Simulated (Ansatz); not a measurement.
# CH4ISi: the cost of one run

Computed with Ansatz 0.2.0, driven from Python. Level of theory: PBE0+D3(BJ)/def2-SVP.

### Step 1. The structure

Bond lengths: C1–Si2 1.779 Å, Si2–I3 2.445 Å, C1–H4 1.153 Å, C1–H5 1.093 Å, C1–H6 1.100 Å, Si2–H7 1.507 Å. Angles: C1–Si2–I3 107.9°, C1–Si2–H7 111.6°, I3–Si2–H7 109.2°, Si2–C1–H4 109.1°, Si2–C1–H5 115.2°, Si2–C1–H6 115.6°, H4–C1–H5 105.5°, H4–C1–H6 105.1°, H5–C1–H6 105.4°.

The script reads ch4isi.xyz:

```xyz
7

C    -0.62740    0.38870   -0.30550
Si    1.02370   -0.25590   -0.15210
I     0.86090   -2.54240    0.69900
H    -0.57520    1.47020   -0.70150
H    -1.19370    0.44630    0.62800
H    -1.28120   -0.14310   -1.01200
H     1.85410    0.56820    0.79840
```

### Step 2. Script

relaxed_scan_ch4isi.py reads:

```python
# -*- coding: utf-8 -*-
"""One bond of CH4ISi held at set lengths while the rest relaxes."""

import ansatz as az
import numpy as np


def main():
    system = az.Crystal.molecule_from_extxyz("ch4isi.xyz")

    calc = (
        system.calculation()
        .basis(gaussian="def2-SVP")
        .functional("pbe0", dispersion="d3bj")
        .spin("collinear", total=1)
    )
    symbols = [site.symbol for site in system.cartesian_sites]
    pairs = [(0, 1), (0, 3), (0, 4), (0, 5), (1, 2), (1, 6)]
    print("held (A)   E (eV)        ", "  ".join(f"{symbols[i]}{i}-{symbols[j]}{j}" for i, j in pairs))
    for length in [1.01, 1.1, 1.19, 1.32, 1.48]:
        report = calc.relax(constraints=[az.DistanceConstraint((0, 5), at=length)], force_tolerance=0.02, max_steps=60).run(threads=1).report
        xyz = np.array(report["positions_ang"])
        print(f"{length:6.2f} {report['free_energy_ev']:14.5f}  ", "  ".join(f"{np.linalg.norm(xyz[i] - xyz[j]):.3f}" for i, j in pairs))


if __name__ == "__main__":
    main()
```

### Step 3. What the engine is handed

The engine receives this input (first run):

```yaml
crystal:
  periodic: [false, false, false]
  atoms:
    - { symbol: C, position_ang: [-0.6274, 0.3887, -0.3055] }
    - { symbol: Si, position_ang: [1.0237, -0.2559, -0.1521] }
    - { symbol: I, position_ang: [0.8609, -2.5424, 0.699] }
    - { symbol: H, position_ang: [-0.5752, 1.4702, -0.7015] }
    - { symbol: H, position_ang: [-1.1937, 0.4463, 0.628] }
    - { symbol: H, position_ang: [-1.2812, -0.1431, -1.012] }
    - { symbol: H, position_ang: [1.8541, 0.5682, 0.7984] }
basis:
  gaussian:
    orbitals: def2-SVP
hamiltonian:
  xc: pbe0
  dispersion: d3bj
magnetization:
  spin_polarized: true
  initial_magnetization: 1.0
relax:
  f_tol: 0.02
  max_steps: 60
  constraints:
    - { distance: [0, 5], at: 1.01 }
```

### Step 4. Launch

The run is started by

```
$ python relaxed_scan_ch4isi.py
```

Q: Estimate wall time and peak memory on 1 thread of Arm Neoverse N1, shared host.

About 5.8 min, with a peak of 0.29 GiB.
